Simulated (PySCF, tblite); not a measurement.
**C₄H₆F₄: geometry, infrared bands and NMR shifts**

Aim: predict the infrared bands and NMR shifts of C₄H₆F₄ (`FC[C@@H](F)[C@H](F)CF`).

Computed with tblite 0.8.0 and PySCF 2.14.0, with density-fitted response routines of our own, on a single molecule in the gas phase. Atoms count from 0, in the outputs and in this text.

### 1 Starting geometry

14 atoms, charge 0, multiplicity 1; geometry from: force field or distance geometry start.

Bonds of the start (Å): F0–C1 1.37, C1–C2 1.50, C2–F3 1.36, C2–C4 1.53, C4–F5 1.38, C4–C6 1.51, C6–F7 1.36, C1–H8 1.09, C1–H9 1.09, C2–H10 1.10, C4–H11 1.09, C6–H12 1.10, C6–H13 1.10.

### 2 Relaxing the molecule with GFN2-xTB

What the job is given:

```
{"job": {"kind": "relax", "xc": "GFN2-xTB", "basis": "xTB"}, "charge": 0, "multiplicity": 1}
F      1.393000    -0.536200     1.475300
C      1.407300     0.485200     0.557100
C      0.746200     0.024700    -0.710500
F      1.581100    -0.832900    -1.361600
C     -0.587600    -0.691100    -0.477500
F     -1.201100    -0.847200    -1.704400
C     -1.538200     0.070200     0.417700
F     -1.572400     1.380600     0.049700
H      0.914000     1.339500     1.014400
H      2.456500     0.732800     0.391600
H      0.601700     0.875700    -1.393700
H     -0.421100    -1.702300    -0.095700
H     -2.559400    -0.329100     0.350000
H     -1.220700     0.029600     1.465500
```

The run is started by

```sh
> OMP_NUM_THREADS=1 python probes_run.py task.json out
```

One launch serves the whole session: the jobs run in the order shown.

**Question.** This job is followed by: GFN2-xTB harmonic vibrations, gas phase; GIAO PBE0/pcSseg-1 NMR shielding, non-relativistic, gas phase. What will the session give for the following? strongest single infrared mode (GFN2-xTB); zero-point energy (GFN2-xTB); 13C shifts against TMS (PBE0/pcSseg-1, means over atoms taken as alike); 1H shifts against TMS (PBE0/pcSseg-1, means over atoms taken as alike); 19F shifts against CFCl3 (PBE0/pcSseg-1, means over atoms taken as alike).

**Answer**, as computed:

```
                                                                 quantity                  value
                                strongest single infrared mode (GFN2-xTB)  1100 cm⁻¹, 104 km/mol
                                             zero-point energy (GFN2-xTB)          61.7 kcal/mol
  13C shifts against TMS (PBE0/pcSseg-1, means over atoms taken as alike)         97.3, 88.6 ppm
   1H shifts against TMS (PBE0/pcSseg-1, means over atoms taken as alike)   5.28, 5.17, 5.13 ppm
19F shifts against CFCl3 (PBE0/pcSseg-1, means over atoms taken as alike)     -219.7, -267.8 ppm
```

In words: The optimisation took 39 steps and gained 0.054 eV; among the close pairs (by a distance rule), C1–C2 changed most, from 1.502 to 1.528 Å. All 36 modes are real, so the xTB geometry is a minimum. The strongest single mode, at 1100 cm⁻¹, has its largest shares on C6, C1, C4 and C2 (the list is cut at 4 atoms). GFN2-xTB is a fitted tight-binding method: band positions and strengths are rough. Its intensities can rank the bands wrongly.
